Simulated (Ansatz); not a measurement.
# C4H9F2Ga: the cost of one run

The runs use Ansatz 0.2.0, Gaussian basis; functionals in def2-TZVPP, the program's frozen cores in correlated methods.

The runs, in order: LDA (SPW92), PBE-D4, revPBE-D4, BLYP-D4, r2SCAN-D4, B97M-V, PBE0-D4, B3LYP-D4, r2SCANh-D4, r2SCAN0-D4, HSE06-D4, BHLYP-D4, CAM-B3LYP-D4, LC-ωPBE, ωB97X-V, ωB97M-V, B2PLYP, PBE-QIDH; CCSD(T)/def2-SVP; MP2/def2-TZVPP; RPA on PBE.

1 further run of the same task is left out (it didn't finish). Runs told in other sessions of the task aren't counted.

## (1) The geometry

All runs share one geometry, relaxed beforehand with PBE0-D4 in a triple-zeta def2 set.

SMILES `CC(C)[CH2][Ga]([F])[F]`, 16 atoms, charge 0, spin multiplicity 1.

Atoms are counted from 1 here; the program's logs count them from 0.

Bond lengths: C1–C2 1.521 Å, C1–H8 1.092 Å, C1–H9 1.093 Å, C1–H10 1.096 Å, C2–C3 1.521 Å, C2–C4 1.526 Å, C2–H11 1.098 Å, C3–H12 1.093 Å, C3–H13 1.096 Å, C3–H14 1.092 Å, C4–Ga5 1.952 Å, C4–H15 1.095 Å, C4–H16 1.095 Å, Ga5–F6 1.750 Å, Ga5–F7 1.753 Å. Angles: C2–C1–H8 111.1°, C2–C1–H9 111.5°, C2–C1–H10 110.8°, H8–C1–H9 107.8°, H8–C1–H10 107.2°, H9–C1–H10 108.3°, C1–C2–C3 111.1°, C1–C2–C4 111.5°, C1–C2–H11 107.9°, C3–C2–C4 111.5°, C3–C2–H11 107.9°, C4–C2–H11 106.8°, C2–C3–H12 111.5°, C2–C3–H13 110.8°, C2–C3–H14 111.1°, H12–C3–H13 108.2°, H12–C3–H14 107.8°, H13–C3–H14 107.3° and more.

## (2) LDA

This LDA is Slater exchange with PW92 correlation.

The input, in.yaml:

```yaml
crystal:
  periodic: [false, false, false]
  atoms:
    - {symbol: C, position_ang: [-0.356928, -1.351356, -0.823984]}
    - {symbol: C, position_ang: [0.328867, -0.697607, 0.366088]}
    - {symbol: C, position_ang: [1.625406, -0.020692, -0.051904]}
    - {symbol: C, position_ang: [-0.603298, 0.274939, 1.082153]}
    - {symbol: Ga, position_ang: [-1.195956, 1.775197, -0.017237]}
    - {symbol: F, position_ang: [-2.290944, 3.020984, 0.540099]}
    - {symbol: F, position_ang: [-0.733666, 2.091855, -1.678215]}
    - {symbol: H, position_ang: [0.286785, -2.104343, -1.284387]}
    - {symbol: H, position_ang: [-1.287943, -1.842891, -0.529314]}
    - {symbol: H, position_ang: [-0.590069, -0.608065, -1.594826]}
    - {symbol: H, position_ang: [0.577957, -1.487346, 1.087473]}
    - {symbol: H, position_ang: [2.126574, 0.445171, 0.800734]}
    - {symbol: H, position_ang: [1.435210, 0.753883, -0.803305]}
    - {symbol: H, position_ang: [2.318920, -0.739124, -0.494896]}
    - {symbol: H, position_ang: [-1.512389, -0.222531, 1.434977]}
    - {symbol: H, position_ang: [-0.128516, 0.711926, 1.966544]}
basis:
  gaussian: {orbitals: def2-TZVPP}
hamiltonian: {xc: lda}
output: {orbitals: {seedname: orbitals}}
```

Command:

```
$ ansatz run in.yaml --threads 4 --pin off --events-out ev --progress --plain --max-ram 11315MiB
```

Q: Estimate wall time and peak memory on 4 threads of Intel Xeon Platinum 8259CL at 2.50GHz, shared host.

About 3.2 s, with a peak of 0.67 GiB.
